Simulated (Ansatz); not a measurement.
# CH2BN: interaction energy of a dimer with the counterpoise correction from a Python script

How strongly do two molecules of CH2BN bind, and how much of that is basis error? Wanted for CH2BN: the interaction energy of a dimer with the counterpoise correction.

Program: Ansatz 0.2.0, driven from Python. Level of theory: B3LYP/def2-SVP. These are calculated values, not measurements.

## 1. The system

Bond lengths: B1–C2 1.476 Å, C2–N3 1.136 Å, B1–H4 1.172 Å, B1–H5 1.206 Å. Angles: B1–C2–N3 179.0°, C2–B1–H4 122.6°, C2–B1–H5 122.6°, H4–B1–H5 114.7°.

No structure file is read: the coordinates are typed or built in the script.

## 2. The code

ch2bn.py

```python
import logging
import sys

import ansatz as az

logging.basicConfig(stream=sys.stdout, format="%(name)s: %(message)s")
logger = logging.getLogger("ansatz_job")
logger.setLevel(logging.INFO)

FIRST = [
    ("B", (-0.198, 0.4178, -0.3181)),
    ("C", (0.3449, -0.6824, 0.5018)),
    ("N", (0.7647, -1.5398, 1.1171)),
    ("H", (-0.7484, 0.2346, -1.3366)),
    ("H", (-0.1634, 1.5697, 0.0359)),
]
SECOND = [
    ("B", (1.5345, 2.7903, -1.3229)),
    ("C", (0.9555, 3.9196, -0.57)),
    ("N", (0.526, 4.7988, 0.0067)),
    ("H", (2.6896, 2.6059, -1.3964)),
    ("H", (0.8551, 1.9515, -1.8599)),
]

def energy(atoms, ghosts=()):
    molecule = az.Crystal.molecule()
    for symbol, xyz in atoms:
        molecule = molecule.atom(symbol, xyz)
    calc = (
        molecule.calculation()
        .basis(gaussian="def2-SVP")
        .functional("B3LYP")
    )
    deck = calc.input()
    if ghosts:
        deck = deck.set(az.key.basis.gaussian.ghost_atoms, [{"symbol": s, "position_ang": list(xyz)} for s, xyz in ghosts])
    return az.Session.from_dict(deck).plan().execute().report["free_energy_ev"]

both = energy(FIRST + SECOND)
alone = energy(FIRST) + energy(SECOND)
ghosted = energy(FIRST, SECOND) + energy(SECOND, FIRST)
logger.info(f"dimer {both:.6f} eV")
logger.info(f"interaction, uncorrected   {96.485332 * (both - alone):8.3f} kJ/mol")
logger.info(f"interaction, counterpoise  {96.485332 * (both - ghosted):8.3f} kJ/mol")
logger.info(f"basis-set superposition    {96.485332 * (alone - ghosted):8.3f} kJ/mol")
```

## 3. The calls as engine input

The engine receives this input (first run):

```yaml
crystal:
  periodic: [false, false, false]
  atoms:
    - { symbol: B, position_ang: [-0.198, 0.4178, -0.3181] }
    - { symbol: C, position_ang: [0.3449, -0.6824, 0.5018] }
    - { symbol: "N", position_ang: [0.7647, -1.5398, 1.1171] }
    - { symbol: H, position_ang: [-0.7484, 0.2346, -1.3366] }
    - { symbol: H, position_ang: [-0.1634, 1.5697, 0.0359] }
    - { symbol: B, position_ang: [1.5345, 2.7903, -1.3229] }
    - { symbol: C, position_ang: [0.9555, 3.9196, -0.57] }
    - { symbol: "N", position_ang: [0.526, 4.7988, 0.0067] }
    - { symbol: H, position_ang: [2.6896, 2.6059, -1.3964] }
    - { symbol: H, position_ang: [0.8551, 1.9515, -1.8599] }
basis:
  gaussian:
    orbitals: def2-SVP
hamiltonian:
  xc: b3lyp
```

## 4. Launch

Launch:

```bash
$ python ch2bn.py
```

**Question.** How large is the interaction at this pose, and how much of it is basis-set superposition?

As calculated:

| quantity | value |
| --- | --- |
| interaction energy, uncorrected | 14.079 kJ/mol |
| interaction energy, counterpoise | 15.461 kJ/mol |
| runs compared | 5 |

In words: The pair is unbound at this geometry and level. Uncorrected it is 14.079 kJ/mol, with the counterpoise correction 15.461 kJ/mol; the difference, 1.382 kJ/mol, is the superposition error. In this basis both values are repulsive. The dimer is a generated trial pose of unrelaxed monomers, not a minimum, so the figure is no binding energy, and the basis set is small. b3lyp holds the VWN-RPA fit, as in Gaussian; the form of ORCA and Turbomole is b3lyp5. This level lacks the dispersion part of the attraction (electrostatics and induction are there), which can decide the sign where the interaction is weak.
